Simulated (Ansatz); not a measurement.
# H2BrO (doublet): the correlation ladder at distance Br1–H2 along a hydrogen transfer = 1.321 Å, cc-pVDZ

How much of the correlation energy of H2BrO (doublet) does each wave-function method recover here?

Method: cc-pVDZ, core rule «outside noble gas», up to 15 orbitals frozen; program: Ansatz 0.2.0, Gaussian basis.

The runs, in order: UHF; CCSD(T) on ROHF; CCSD(T) on UHF; BCCD(T) on ROHF; CISD; CCSDT(Q) on ROHF; CCSDT(Q) on UHF; CASSCF and MRCISD+Q, 3 electrons in 3 orbitals; CASSCF and NEVPT2, 3 electrons in 3 orbitals.

13 further runs of the same task are left out: 6 for a known fault of the program, 6 that didn't finish, 1 set aside as unsound or not needed.

## Step 1: What is computed

The geometry derives from fragments relaxed apart (PBE0/def2-TZVP) and kept rigid, so it is no stationary point. A hydrogen atom is moved between rigid fragments. No spin-orbit coupling is included. The filled d shell of Br may be among the frozen orbitals whatever the setting's name suggests; the logs give the count.

4 atoms, charge 0, spin multiplicity 2.

Atoms are counted from 1 here; the program's logs count them from 0.

Bond lengths: Br1–H2 1.321 Å, O3–H4 0.973 Å.

## Step 2: UHF

in.yaml

```yaml
crystal:
  periodic: [false, false, false]
  atoms:
    - {symbol: Br, position_ang: [-1.941215, 0.234988, 0.000000]}
    - {symbol: H, position_ang: [-0.620215, 0.234988, 0.000000]}
    - {symbol: O, position_ang: [1.154785, 0.234988, 0.000000]}
    - {symbol: H, position_ang: [1.406644, -0.704963, 0.000000]}
basis:
  gaussian: {orbitals: cc-pVDZ}
magnetization: {spin_polarized: true, initial_magnetization: 1}
hamiltonian: {xc: hf}
output: {orbitals: {seedname: orbitals}}
```

Started as:

```
$ ansatz run in.yaml --threads 1 --pin off --events-out ev --progress --plain --max-ram 2393MiB
```

After this run come: CCSD(T) on ROHF; CCSD(T) on UHF; BCCD(T) on ROHF; CISD; CCSDT(Q) on ROHF; CCSDT(Q) on UHF; CASSCF and MRCISD+Q, 3 electrons in 3 orbitals; CASSCF and NEVPT2, 3 electrons in 3 orbitals.

Before running them: what should the planned runs give, taken together? Wanted: UCCSDT(Q) below the RHF energy; RMP2 from UCCSDT(Q); UMP2 from UCCSDT(Q); RCCSD from UCCSDT(Q); RCCSD(T) from UCCSDT(Q); UCCSD(T) from UCCSDT(Q); RCCSDT(Q) from UCCSDT(Q); NEVPT2 pair from UCCSDT(Q); MRCISD+Q pair from UCCSDT(Q).

The runs gave:

```
                         quantity                                                   value
   UCCSDT(Q) below the RHF energy                                              -8.5996 eV
              RMP2 from UCCSDT(Q)                                         +21.09 kcal/mol
              UMP2 from UCCSDT(Q)                                         +21.10 kcal/mol
             RCCSD from UCCSDT(Q)                                          +3.25 kcal/mol
          RCCSD(T) from UCCSDT(Q)                                          +0.59 kcal/mol
          UCCSD(T) from UCCSDT(Q)                                          +0.57 kcal/mol
         RCCSDT(Q) from UCCSDT(Q)                                          +0.02 kcal/mol
       NEVPT2 pair from UCCSDT(Q)                                         +19.37 kcal/mol
     MRCISD+Q pair from UCCSDT(Q)                                          +1.01 kcal/mol
levels within 1 kcal/mol (43 meV)  RCCSD(T), UCCSD(T), BCCD(T), RCCSDT, UCCSDT, RCCSDT(Q)
                    T1 diagnostic                                                   0.010
```

In words: RCCSD(T) misses by +0.59 kcal/mol, 0.3 % of the correlation energy. Of the multireference levels listed MRCISD+Q pair comes nearest in total energy (+1.01 kcal/mol), which doesn't show that its space is the better one. These misses are within one basis, not against nature; the frozen cores of restricted and unrestricted runs differ, which can shift their rows.
